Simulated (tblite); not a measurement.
# C6H13FN2Si: the cost of one run

The runs use tblite 0.8.0 and PySCF 2.14.0, with density-fitted response routines of our own; the level of theory stands in each step. All values are computed, except where a source is named. Atoms count from 0, in the outputs and in this text.

### 1 Starting geometry

23 atoms, charge 0, multiplicity 1; geometry from: force field or distance geometry start.

Bonds of the start (Å): C0–N1 1.46, N1–C2 1.48, N1–Si3 1.74, Si3–C4 1.88, C4–F5 1.36, C4–C6 1.53, C6–C7 1.54, C7–C8 1.47, C8–N9 1.15, C0–H10 1.10, C0–H11 1.09, C0–H12 1.10, C2–H13 1.09, C2–H14 1.11, C2–H15 1.10, Si3–H16 1.47, Si3–H17 1.47, C4–H18 1.10, C6–H19 1.10, C6–H20 1.09, C7–H21 1.10, C7–H22 1.10.

### 2 Relaxing the molecule with GFN2-xTB

Job settings and geometry (Å):

```
{"job": {"kind": "relax", "xc": "GFN2-xTB", "basis": "xTB"}, "charge": 0, "multiplicity": 1}
C     -3.029100    -0.497400    -0.968200
N     -1.816600    -0.188800    -0.223000
C     -2.138700    -0.158300     1.221800
Si    -0.652200     0.930800    -0.873100
C      1.020700     0.812400    -0.019300
F      0.877200     1.216800     1.271400
C      1.666600    -0.573600    -0.012300
C      3.023800    -0.578800     0.713000
C      4.045800     0.144900    -0.048000
N      4.827700     0.729000    -0.662200
H     -3.751500     0.338000    -0.934600
H     -2.818600    -0.714600    -2.017500
H     -3.539900    -1.388000    -0.564100
H     -1.241900    -0.131400     1.838800
H     -2.762600     0.730000     1.467900
H     -2.698700    -1.053900     1.533000
H     -0.514900     0.595800    -2.301000
H     -1.245500     2.272100    -0.747700
H      1.687100     1.539300    -0.504000
H      1.011900    -1.272200     0.531200
H      1.776300    -0.952900    -1.026800
H      3.343700    -1.619800     0.835300
H      2.924800    -0.152500     1.727200
```

Run with:

```
$ OMP_NUM_THREADS=1 python probes_run.py task.json out
```

The driver reads the jobs from task.json and runs them one after another.

**Question.** How long does this first job take on 1 thread of Intel Xeon, shared host?

About 1.7 s.
